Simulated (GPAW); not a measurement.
# TaTe (Pm-3m) in GPAW: a series of runs

One crystal, TaTe, is run at these levels: LDA; tasks: relaxation of cell and atoms.

All numbers are computed with GPAW 26.7.0; they aren't measurements. Logs are shortened: lines on timing, memory, paths and dates and some standing lists are left out, and cuts for length are marked. The log counts tension as positive stress, the text compression.

### Step 1. The structure

Symmetry: Pm-3m, No. 221, cubic system. The conventional cell has a = 3.420 Å, b = 3.420 Å, c = 3.420 Å, α = 90.00°, β = 90.00°, γ = 90.00°. Ta (site symmetry m-3m) has 8 Te at 2.96 Å as nearest neighbours. Te (site symmetry m-3m) is surrounded by 8 Ta at 2.96 Å.

The cell was built by a generator and needn't be a form met in nature.

### Step 2. Relaxation of cell and atoms, LDA, target pressure 10 GPa, at which the enthalpy is minimised

run.py reads:

```python
from ase import Atoms
from ase.filters import FrechetCellFilter
from ase.io import write
from ase.optimize import BFGS
from ase.units import GPa
from gpaw import GPAW, PW

atoms = Atoms(['Ta', 'Te'],
              cell=[[3.42009, 0.0, 0.0],
                    [0.0, 3.42009, 0.0],
                    [0.0, 0.0, 3.42009]],
              scaled_positions=[[0.5, 0.5, 0.5],
                                [0.0, 0.0, 0.0]],
              pbc=True)

calc = GPAW(mode=PW(600),
            xc='LDA',
            kpts={'size': (8, 8, 8), 'gamma': True},
            occupations={'name': 'fermi-dirac', 'width': 0.05},
            nbands=20,
            convergence={'density': 1e-05, 'forces': 0.0001},
            maxiter=150,
            txt='gpaw.txt')
atoms.calc = calc
opt = BFGS(FrechetCellFilter(atoms, scalar_pressure=10 * GPa), trajectory='relax.traj', logfile='-')
done = opt.run(fmax=0.02, steps=60)
calc.write('gs.gpw')
write('result.traj', atoms)
print('Converged:', done)
print('Cell:', atoms.cell.cellpar().round(4))
print('Volume:', round(atoms.get_volume(), 4))
print(atoms.get_scaled_positions().round(5))
```

Potentials or basis: the program's PAW data sets (release 1.2.1) made for this functional, pw.

The run is started by

```bash
$ OMP_NUM_THREADS=1 python run.py
```

gpaw.txt:

```text
__  _  _
 | _ |_)|_||  |
 |__||  | ||/\| - 26.7.0

Input parameters:
  mode=PW(ecut=600.0),
  convergence={'density': 1e-05, 'forces': 0.0001},
  kpts=MonkhorstPack(size=(8, 8, 8), gamma=True),
  maxiter=150,
  nbands=20,
  occupations=Occupations(name='fermi-dirac', width=0.05),
  xc=XC(name='LDA')

Diagonalizing LCAO Hamiltonian
Converting LCAO to pw mode
   .-------.
  /|       |
 * |       |
 | |  Ta   |
 | .-------.
 |/       /
 Te------*

Atoms  # Å, Bohr magnetons
|   | symbol |        x |        y |        z |    initial magnetic moments |
|---|--------|----------|----------|----------|-----------------------------|
| 0 |     Ta | 1.710045 | 1.710045 | 1.710045 | ( 0.0000,  0.0000,  0.0000) |
| 1 |     Te | 0.000000 | 0.000000 | 0.000000 | ( 0.0000,  0.0000,  0.0000) |

Unit cell  # Å
| periodic |        x |        y |        z |  lengths |    angles |
|----------|----------|----------|----------|----------|-----------|
|      yes | 3.420090 | 0.000000 | 0.000000 | 3.420090 | 90.000000 |
|      yes | 0.000000 | 3.420090 | 0.000000 | 3.420090 | 90.000000 |
|      yes | 0.000000 | 0.000000 | 3.420090 | 3.420090 | 90.000000 |

Number of symmetries: 48
Symmetry operations  # r_c * U_cc + t_c -> r_c
|    | kind |            matrix            |
|----|------|------------------------------|
|  0 |  E   |  1, 0, 0,  0, 1, 0,  0, 0, 1 |
|  1 |  σ   |  1, 0, 0,  0, 1, 0,  0, 0,-1 |
|  2 |  σ   |  1, 0, 0,  0, 0, 1,  0, 1, 0 |
|  3 |  C4  |  1, 0, 0,  0, 0, 1,  0,-1, 0 |
|  4 |  C4  |  1, 0, 0,  0, 0,-1,  0, 1, 0 |
|  5 |  σ   |  1, 0, 0,  0, 0,-1,  0,-1, 0 |
|  6 |  σ   |  1, 0, 0,  0,-1, 0,  0, 0, 1 |
|  7 |  C2  |  1, 0, 0,  0,-1, 0,  0, 0,-1 |
|  8 |  σ   |  0, 1, 0,  1, 0, 0,  0, 0, 1 |
|  9 |  C2  |  0, 1, 0,  1, 0, 0,  0, 0,-1 |
| 10 |  C3  |  0, 1, 0,  0, 0, 1,  1, 0, 0 |
| 11 |  S6  |  0, 1, 0,  0, 0, 1, -1, 0, 0 |
| 12 |  S6  |  0, 1, 0,  0, 0,-1,  1, 0, 0 |
| 13 |  C3  |  0, 1, 0,  0, 0,-1, -1, 0, 0 |
| 14 |  C4  |  0, 1, 0, -1, 0, 0,  0, 0, 1 |
| 15 |  S4  |  0, 1, 0, -1, 0, 0,  0, 0,-1 |
[... 203 lines left out ...]
|          2 |       -22.898 |     2.000 |
|          3 |       -22.898 |     2.000 |
|          4 |        -2.857 |     2.000 |
|          5 |         9.247 |     2.000 |
|          6 |         9.247 |     2.000 |
|          7 |        10.556 |     2.000 |
[... 8 lines left out ...]
|         16 |        24.487 |     0.000 |
|         17 |        24.487 |     0.000 |
|        ... |               |           |
|         19 |        27.131 |     0.000 |

No gap
No difference between direct/indirect transitions

Stress tensor  # eV/Ang^3
|         x |         y |        z |
|-----------|-----------|----------|
|  0.055785 | -0.000000 | 0.000000 |
| -0.000000 |  0.055785 | 0.000000 |
|  0.000000 |  0.000000 | 0.055785 |

Forces  # eV/Ang
|       x |        y |       z |
|---------|----------|---------|
| 0.00000 | -0.00000 | 0.00000 |  # Ta   0
| 0.00000 | -0.00000 | 0.00000 |  # Te   1

Interpolating wave functions to new cell

            Ta

       Te

Atoms  # Å, Bohr magnetons
|   | symbol |        x |         y |        z |    initial magnetic moments |
|---|--------|----------|-----------|----------|-----------------------------|
| 0 |     Ta | 1.681409 |  1.681409 | 1.681409 | ( 0.0000,  0.0000,  0.0000) |
| 1 |     Te | 0.000000 | -0.000000 | 0.000000 | ( 0.0000,  0.0000,  0.0000) |

Unit cell  # Å
| periodic |        x |        y |        z |  lengths |    angles |
|----------|----------|----------|----------|----------|-----------|
|      yes | 3.362817 | 0.000000 | 0.000000 | 3.362817 | 90.000000 |
|      yes | 0.000000 | 3.362817 | 0.000000 | 3.362817 | 90.000000 |
|      yes | 0.000000 | 0.000000 | 3.362817 | 3.362817 | 90.000000 |

Number of symmetries: 48
Symmetry operations  # r_c * U_cc + t_c -> r_c
|    | kind |            matrix            |
|----|------|------------------------------|
|  0 |  E   |  1, 0, 0,  0, 1, 0,  0, 0, 1 |
|  1 |  σ   |  1, 0, 0,  0, 1, 0,  0, 0,-1 |
|  2 |  σ   |  1, 0, 0,  0, 0, 1,  0, 1, 0 |
|  3 |  C4  |  1, 0, 0,  0, 0, 1,  0,-1, 0 |
|  4 |  C4  |  1, 0, 0,  0, 0,-1,  0, 1, 0 |
|  5 |  σ   |  1, 0, 0,  0, 0,-1,  0,-1, 0 |
|  6 |  σ   |  1, 0, 0,  0,-1, 0,  0, 0, 1 |
|  7 |  C2  |  1, 0, 0,  0,-1, 0,  0, 0,-1 |
|  8 |  σ   |  0, 1, 0,  1, 0, 0,  0, 0, 1 |
|  9 |  C2  |  0, 1, 0,  1, 0, 0,  0, 0,-1 |
| 10 |  C3  |  0, 1, 0,  0, 0, 1,  1, 0, 0 |
| 11 |  S6  |  0, 1, 0,  0, 0, 1, -1, 0, 0 |
| 12 |  S6  |  0, 1, 0,  0, 0,-1,  1, 0, 0 |
| 13 |  C3  |  0, 1, 0,  0, 0,-1, -1, 0, 0 |
| 14 |  C4  |  0, 1, 0, -1, 0, 0,  0, 0, 1 |
| 15 |  S4  |  0, 1, 0, -1, 0, 0,  0, 0,-1 |
[... 203 lines left out ...]
|          2 |       -21.995 |     2.000 |
|          3 |       -21.995 |     2.000 |
|          4 |        -2.456 |     2.000 |
|          5 |         9.813 |     2.000 |
|          6 |         9.813 |     2.000 |
|          7 |        11.375 |     2.000 |
[... 8 lines left out ...]
|         16 |        25.351 |     0.000 |
|         17 |        25.351 |     0.000 |
|        ... |               |           |
|         19 |        28.645 |     0.000 |

No gap
No difference between direct/indirect transitions

Stress tensor  # eV/Ang^3
|         x |         y |        z |
|-----------|-----------|----------|
|  0.010959 | -0.000000 | 0.000000 |
| -0.000000 |  0.010959 | 0.000000 |
|  0.000000 |  0.000000 | 0.010959 |

Forces  # eV/Ang
|       x |       y |       z |
|---------|---------|---------|
| 0.00000 | 0.00000 | 0.00000 |  # Ta   0
| 0.00000 | 0.00000 | 0.00000 |  # Te   1

Interpolating wave functions to new cell

            Ta

       Te

Atoms  # Å, Bohr magnetons
|   | symbol |        x |         y |         z |    initial magnetic moments |
|---|--------|----------|-----------|-----------|-----------------------------|
| 0 |     Ta | 1.641024 |  1.641024 |  1.641024 | ( 0.0000,  0.0000,  0.0000) |
| 1 |     Te | 0.000000 | -0.000000 | -0.000000 | ( 0.0000,  0.0000,  0.0000) |

Unit cell  # Å
| periodic |        x |        y |        z |  lengths |    angles |
|----------|----------|----------|----------|----------|-----------|
|      yes | 3.282048 | 0.000000 | 0.000000 | 3.282048 | 90.000000 |
|      yes | 0.000000 | 3.282048 | 0.000000 | 3.282048 | 90.000000 |
|      yes | 0.000000 | 0.000000 | 3.282048 | 3.282048 | 90.000000 |

Number of symmetries: 48
Symmetry operations  # r_c * U_cc + t_c -> r_c
|    | kind |            matrix            |
|----|------|------------------------------|
|  0 |  E   |  1, 0, 0,  0, 1, 0,  0, 0, 1 |
|  1 |  σ   |  1, 0, 0,  0, 1, 0,  0, 0,-1 |
|  2 |  σ   |  1, 0, 0,  0, 0, 1,  0, 1, 0 |
|  3 |  C4  |  1, 0, 0,  0, 0, 1,  0,-1, 0 |
|  4 |  C4  |  1, 0, 0,  0, 0,-1,  0, 1, 0 |
|  5 |  σ   |  1, 0, 0,  0, 0,-1,  0,-1, 0 |
|  6 |  σ   |  1, 0, 0,  0,-1, 0,  0, 0, 1 |
|  7 |  C2  |  1, 0, 0,  0,-1, 0,  0, 0,-1 |
|  8 |  σ   |  0, 1, 0,  1, 0, 0,  0, 0, 1 |
|  9 |  C2  |  0, 1, 0,  1, 0, 0,  0, 0,-1 |
| 10 |  C3  |  0, 1, 0,  0, 0, 1,  1, 0, 0 |
| 11 |  S6  |  0, 1, 0,  0, 0, 1, -1, 0, 0 |
| 12 |  S6  |  0, 1, 0,  0, 0,-1,  1, 0, 0 |
| 13 |  C3  |  0, 1, 0,  0, 0,-1, -1, 0, 0 |
| 14 |  C4  |  0, 1, 0, -1, 0, 0,  0, 0, 1 |
| 15 |  S4  |  0, 1, 0, -1, 0, 0,  0, 0,-1 |
[... 203 lines left out ...]
|          2 |       -20.639 |     2.000 |
|          3 |       -20.639 |     2.000 |
|          4 |        -1.851 |     2.000 |
|          5 |        10.660 |     2.000 |
|          6 |        10.660 |     2.000 |
|          7 |        12.632 |     2.000 |
[... 8 lines left out ...]
|         16 |        26.639 |     0.000 |
|         17 |        26.639 |     0.000 |
|        ... |               |           |
|         19 |        30.929 |     0.000 |

No gap
No difference between direct/indirect transitions

Stress tensor  # eV/Ang^3
|         x |         y |         z |
|-----------|-----------|-----------|
| -0.074841 |  0.000000 |  0.000000 |
|  0.000000 | -0.074841 |  0.000000 |
|  0.000000 |  0.000000 | -0.074841 |

Forces  # eV/Ang
|        x |        y |        z |
|----------|----------|----------|
|  0.00000 |  0.00000 | -0.00000 |  # Ta   0
| -0.00000 | -0.00000 |  0.00000 |  # Te   1

Interpolating wave functions to new cell

            Ta

       Te

Atoms  # Å, Bohr magnetons
|   | symbol |        x |         y |         z |    initial magnetic moments |
|---|--------|----------|-----------|-----------|-----------------------------|
| 0 |     Ta | 1.646460 |  1.646460 |  1.646460 | ( 0.0000,  0.0000,  0.0000) |
| 1 |     Te | 0.000000 | -0.000000 | -0.000000 | ( 0.0000,  0.0000,  0.0000) |

Unit cell  # Å
| periodic |         x |         y |        z |  lengths |    angles |
|----------|-----------|-----------|----------|----------|-----------|
|      yes |  3.292919 |  0.000000 | 0.000000 | 3.292919 | 90.000000 |
|      yes | -0.000000 |  3.292919 | 0.000000 | 3.292919 | 90.000000 |
|      yes |  0.000000 | -0.000000 | 3.292919 | 3.292919 | 90.000000 |

Number of symmetries: 48
Symmetry operations  # r_c * U_cc + t_c -> r_c
|    | kind |            matrix            |
|----|------|------------------------------|
|  0 |  E   |  1, 0, 0,  0, 1, 0,  0, 0, 1 |
|  1 |  σ   |  1, 0, 0,  0, 1, 0,  0, 0,-1 |
|  2 |  σ   |  1, 0, 0,  0, 0, 1,  0, 1, 0 |
|  3 |  C4  |  1, 0, 0,  0, 0, 1,  0,-1, 0 |
|  4 |  C4  |  1, 0, 0,  0, 0,-1,  0, 1, 0 |
|  5 |  σ   |  1, 0, 0,  0, 0,-1,  0,-1, 0 |
|  6 |  σ   |  1, 0, 0,  0,-1, 0,  0, 0, 1 |
|  7 |  C2  |  1, 0, 0,  0,-1, 0,  0, 0,-1 |
|  8 |  σ   |  0, 1, 0,  1, 0, 0,  0, 0, 1 |
|  9 |  C2  |  0, 1, 0,  1, 0, 0,  0, 0,-1 |
| 10 |  C3  |  0, 1, 0,  0, 0, 1,  1, 0, 0 |
| 11 |  S6  |  0, 1, 0,  0, 0, 1, -1, 0, 0 |
| 12 |  S6  |  0, 1, 0,  0, 0,-1,  1, 0, 0 |
| 13 |  C3  |  0, 1, 0,  0, 0,-1, -1, 0, 0 |
| 14 |  C4  |  0, 1, 0, -1, 0, 0,  0, 0, 1 |
| 15 |  S4  |  0, 1, 0, -1, 0, 0,  0, 0,-1 |
| 16 |  C3  |  0, 0, 1,  1, 0, 0,  0, 1, 0 |
| 17 |  S6  |  0, 0, 1,  1, 0, 0,  0,-1, 0 |
| 18 |  σ   |  0, 0, 1,  0, 1, 0,  1, 0, 0 |
| 19 |  C4  |  0, 0, 1,  0, 1, 0, -1, 0, 0 |
| 20 |  C2  |  0, 0, 1,  0,-1, 0,  1, 0, 0 |
| 21 |  S4  |  0, 0, 1,  0,-1, 0, -1, 0, 0 |
[... 196 lines left out ...]
|          2 |       -20.828 |     2.000 |
|          3 |       -20.828 |     2.000 |
|          4 |        -1.935 |     2.000 |
|          5 |        10.543 |     2.000 |
|          6 |        10.543 |     2.000 |
|          7 |        12.455 |     2.000 |
[... 8 lines left out ...]
|         16 |        26.461 |     0.000 |
|         17 |        26.461 |     0.000 |
|        ... |               |           |
|         19 |        30.611 |     0.000 |

No gap
No difference between direct/indirect transitions

Stress tensor  # eV/Ang^3
|         x |         y |         z |
|-----------|-----------|-----------|
| -0.061506 | -0.000000 |  0.000000 |
| -0.000000 | -0.061506 |  0.000000 |
|  0.000000 |  0.000000 | -0.061506 |

Forces  # eV/Ang
|       x |       y |       z |
|---------|---------|---------|
| 0.00000 | 0.00000 | 0.00000 |  # Ta   0
| 0.00000 | 0.00000 | 0.00000 |  # Te   1

# Writing to gs.gpw (mode='')
```

It took 67 s on 1 thread of Intel Xeon at 2.50GHz (Skylake/Cascade Lake), shared host; peak memory 0.21 GiB.

What came out:

| Quantity | Value |
| --- | --- |
| Free energy | -14.6193 eV |
| Relaxed volume | 17.85 Å³/atom |
| Relaxed cell | a = 3.293 Å, b = 3.293 Å, c = 3.293 Å, α = 90.00°, β = 90.00°, γ = 90.00° |
| Space group after relaxing (to 0.05 Å) | Pm-3m (No. 221) |
| Energy change on relaxing (the enthalpy is what falls) | -8.1 meV/atom |
| Ionic steps | 4 |
| Pressure after relaxing | 9.9 GPa |
| Band gap on the k mesh | none (metal or under the smearing width) |

The path:
| step | energy change (eV) | largest force (eV/Å) | pressure (GPa) | volume (Å³) |
| --- | --- | --- | --- | --- |
| 1 | 0.0000 | 0.0000 | -8.94 | 40.00 |
| 2 | -0.0688 | 0.0000 | -1.76 | 38.03 |
| 3 | 0.0077 | 0.0000 | 11.99 | 35.35 |
| 4 | -0.0161 | 0.0000 | 9.85 | 35.71 |

Final structure:
```xyz
2
Lattice="3.2929 0.0000 0.0000 0.0000 3.2929 0.0000 0.0000 0.0000 3.2929" Properties=species:S:1:pos:R:3 pbc="T T T"
Ta    1.6465    1.6465    1.6465
Te    0.0000    0.0000    0.0000
```

Caveat: later steps reuse the first step's grids.

### Step 3. Relaxation of cell and atoms, LDA, target pressure 20 GPa, at which the enthalpy is minimised

Changes to run.py since step 2:

```diff
@@ -24,3 +24,3 @@
 atoms.calc = calc
-opt = BFGS(FrechetCellFilter(atoms, scalar_pressure=10 * GPa), trajectory='relax.traj', logfile='-')
+opt = BFGS(FrechetCellFilter(atoms, scalar_pressure=20 * GPa), trajectory='relax.traj', logfile='-')
 done = opt.run(fmax=0.02, steps=60)
```

Potentials or basis: the program's PAW data sets (release 1.2.1) made for this functional, pw.

The run is started by

```bash
$ OMP_NUM_THREADS=1 python run.py
```

gpaw.txt:

```text
__  _  _
 | _ |_)|_||  |
 |__||  | ||/\| - 26.7.0

Input parameters:
  mode=PW(ecut=600.0),
  convergence={'density': 1e-05, 'forces': 0.0001},
  kpts=MonkhorstPack(size=(8, 8, 8), gamma=True),
  maxiter=150,
  nbands=20,
  occupations=Occupations(name='fermi-dirac', width=0.05),
  xc=XC(name='LDA')

Diagonalizing LCAO Hamiltonian
Converting LCAO to pw mode
   .-------.
  /|       |
 * |       |
 | |  Ta   |
 | .-------.
 |/       /
 Te------*

Atoms  # Å, Bohr magnetons
|   | symbol |        x |        y |        z |    initial magnetic moments |
|---|--------|----------|----------|----------|-----------------------------|
| 0 |     Ta | 1.710045 | 1.710045 | 1.710045 | ( 0.0000,  0.0000,  0.0000) |
| 1 |     Te | 0.000000 | 0.000000 | 0.000000 | ( 0.0000,  0.0000,  0.0000) |

Unit cell  # Å
| periodic |        x |        y |        z |  lengths |    angles |
|----------|----------|----------|----------|----------|-----------|
|      yes | 3.420090 | 0.000000 | 0.000000 | 3.420090 | 90.000000 |
|      yes | 0.000000 | 3.420090 | 0.000000 | 3.420090 | 90.000000 |
|      yes | 0.000000 | 0.000000 | 3.420090 | 3.420090 | 90.000000 |

Number of symmetries: 48
Symmetry operations  # r_c * U_cc + t_c -> r_c
|    | kind |            matrix            |
|----|------|------------------------------|
|  0 |  E   |  1, 0, 0,  0, 1, 0,  0, 0, 1 |
|  1 |  σ   |  1, 0, 0,  0, 1, 0,  0, 0,-1 |
|  2 |  σ   |  1, 0, 0,  0, 0, 1,  0, 1, 0 |
[... 1024 lines left out ...]
Converged in 10 steps
Energy contributions relative to reference atoms: (reference = -608559.815725)

Energy contributions:
  Kinetic:          40.954155
  Coulomb:         -32.940381
  Zero:             -0.353487
  External:          0.000000
  Xc:              -22.124671
  Entropy:          -0.019257
  Spinorbit:         0.000000
  ----------------------------
  Free energy:     -14.483641
  Extrapolated:    -14.474013
[... 31 lines left out ...]
Stress tensor  # eV/Ang^3
|         x |         y |         z |
|-----------|-----------|-----------|
| -0.122821 | -0.000000 |  0.000000 |
| -0.000000 | -0.122821 |  0.000000 |
|  0.000000 |  0.000000 | -0.122821 |

Forces  # eV/Ang
|        x |        y |        z |
|----------|----------|----------|
| -0.00000 | -0.00000 | -0.00000 |  # Ta   0
|  0.00000 | -0.00000 | -0.00000 |  # Te   1

Interpolating wave functions to new cell

            Ta

       Te

Atoms  # Å, Bohr magnetons
|   | symbol |        x |        y |         z |    initial magnetic moments |
|---|--------|----------|----------|-----------|-----------------------------|
| 0 |     Ta | 1.622591 | 1.622591 |  1.622591 | ( 0.0000,  0.0000,  0.0000) |
| 1 |     Te | 0.000000 | 0.000000 | -0.000000 | ( 0.0000,  0.0000,  0.0000) |

Unit cell  # Å
| periodic |         x |        y |         z |  lengths |    angles |
|----------|-----------|----------|-----------|----------|-----------|
|      yes |  3.245182 | 0.000000 |  0.000000 | 3.245182 | 90.000000 |
|      yes | -0.000000 | 3.245182 | -0.000000 | 3.245182 | 90.000000 |
|      yes | -0.000000 | 0.000000 |  3.245182 | 3.245182 | 90.000000 |

Number of symmetries: 48
Symmetry operations  # r_c * U_cc + t_c -> r_c
|    | kind |            matrix            |
|----|------|------------------------------|
|  0 |  E   |  1, 0, 0,  0, 1, 0,  0, 0, 1 |
|  1 |  σ   |  1, 0, 0,  0, 1, 0,  0, 0,-1 |
|  2 |  σ   |  1, 0, 0,  0, 0, 1,  0, 1, 0 |
|  3 |  C4  |  1, 0, 0,  0, 0, 1,  0,-1, 0 |
|  4 |  C4  |  1, 0, 0,  0, 0,-1,  0, 1, 0 |
|  5 |  σ   |  1, 0, 0,  0, 0,-1,  0,-1, 0 |
|  6 |  σ   |  1, 0, 0,  0,-1, 0,  0, 0, 1 |
|  7 |  C2  |  1, 0, 0,  0,-1, 0,  0, 0,-1 |
|  8 |  σ   |  0, 1, 0,  1, 0, 0,  0, 0, 1 |
[... 237 lines left out ...]
Forces  # eV/Ang
|       x |       y |       z |
|---------|---------|---------|
| 0.00000 | 0.00000 | 0.00000 |  # Ta   0
| 0.00000 | 0.00000 | 0.00000 |  # Te   1

# Writing to gs.gpw (mode='')
```

stdout:

```text
Step          Energy          fmax
BFGS:    0       -9.611960        3.612741
BFGS:    1      -10.048776        1.989684
BFGS:    2      -10.206099        0.406134
BFGS:    3      -10.212127        0.034378
BFGS:    4      -10.212161        0.000523
Converged: True
Cell: [ 3.2452  3.2452  3.2452 90.     90.     90.    ]
Volume: 34.1757
[[0.5 0.5 0.5]
 [0.  0.  0. ]]
```

It took 1.7 min on 1 thread of Intel Xeon at 2.50GHz (Skylake/Cascade Lake), shared host; peak memory 0.22 GiB.

What came out:

```
Free energy                                            : -14.4783 eV
Relaxed volume                                         : 17.09 Å³/atom
Relaxed cell                                           : a = 3.245 Å, b = 3.245 Å, c = 3.245 Å, α = 90.00°, β = 90.00°, γ = 90.00°
Space group after relaxing (to 0.05 Å)                 : Pm-3m (No. 221)
Energy change on relaxing (the enthalpy is what falls) : +61.8 meV/atom
Ionic steps                                            : 5
Pressure after relaxing                                : 20.0 GPa
Band gap on the k mesh                                 : none (metal or under the smearing width)
```

Step by step:
| step | energy change (eV) | largest force (eV/Å) | pressure (GPa) | volume (Å³) |
| --- | --- | --- | --- | --- |
| 1 | 0.0000 | 0.0000 | -8.94 | 40.00 |
| 2 | -0.0664 | 0.0000 | 2.78 | 37.02 |
| 3 | 0.1921 | 0.0000 | 23.86 | 33.67 |
| 4 | 0.1184 | 0.0000 | 19.68 | 34.22 |
| 5 | 0.1237 | 0.0000 | 20.00 | 34.18 |

Final structure:
```yaml
crystal:
  lattice:
    - [3.24518, 0.00000, 0.00000]
    - [0.00000, 3.24518, 0.00000]
    - [0.00000, 0.00000, 3.24518]
  atoms:
    - { symbol: Ta, position: [0.50000, 0.50000, 0.50000] }
    - { symbol: Te, position: [0.00000, 0.00000, 0.00000] }
```

Caveat: later steps reuse the first step's grids. Spin-orbit coupling is left out, which matters for the levels of Ta, Te.

[end of part 1 of 2]
